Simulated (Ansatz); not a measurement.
# ZnO: the cost of one run

Computed with Ansatz 0.2.0 (DFT PBE, scalar-relativistic, plane waves, PAW, unless a step's input says otherwise).

### Step 1. The system as given

The structure is hexagonal, space group P6_3mc (No. 186). Conventional cell: a = 3.249 Å, b = 3.249 Å, c = 5.206 Å, α = 90.00°, β = 90.00°, γ = 120.00°. Around Zn (site symmetry 3m) lie 4 O at 1.97 to 1.98 Å. O (site symmetry 3m) has 4 Zn at 1.97 to 1.98 Å as nearest neighbours.

As a file:

```cif
data_structure
_symmetry_space_group_name_H-M 'P6_3mc'
_symmetry_Int_Tables_number 186
_cell_length_a 3.2493
_cell_length_b 3.2493
_cell_length_c 5.2057
_cell_angle_alpha 90.000
_cell_angle_beta 90.000
_cell_angle_gamma 120.000
_cell_volume 47.60
loop_
_atom_site_label
_atom_site_type_symbol
_atom_site_symmetry_multiplicity
_atom_site_Wyckoff_symbol
_atom_site_fract_x
_atom_site_fract_y
_atom_site_fract_z
_atom_site_occupancy
Zn1 Zn 2 b 0.33333 0.66667 0.50000 1
O1 O 2 b 0.66667 0.33333 0.37901 1
```

The structure rests on an entry of the Crystallography Open Database; cell or positions may have been set otherwise for this series.

### Step 2. Relaxing cell and atoms: ZnO, no spin

The input, input.yaml:

```yaml
crystal:
  lattice:
    - [3.249308, 0.0, 0.0]
    - [-1.624654, 2.8139832727, 0.0]
    - [0.0, 0.0, 5.205709]
  atoms:
    - { symbol: Zn, position: [0.3333333333, 0.6666666667, 0.5] }
    - { symbol: Zn, position: [0.6666666667, 0.3333333333, 0.0] }
    - { symbol: O, position: [0.6666666667, 0.3333333333, 0.37901] }
    - { symbol: O, position: [0.3333333333, 0.6666666667, 0.87901] }
scf:
  occupations: { method: gaussian, width: 0.02 }
output:
  forces: true
  stress: true
  eigenvalues: true
kpoints:
  mp_grid: { grid: [21, 21, 12] }
hamiltonian:
  xc: pbe
relax:
  f_tol: 0.005
  adjacent_minimum: "off"
  cell: { stress_tol: 0.02 }
```

Run with:

```sh
ansatz run input.yaml --threads 8 --pin off --max-ram 24576MiB --backend cpu --events-out ev --progress --plain --runs-dir out
```

**Question.** How long does this run take on 8 threads of Arm Neoverse N1, shared host, and how much memory does it need?

About 86 s, with a peak of 0.75 GiB.
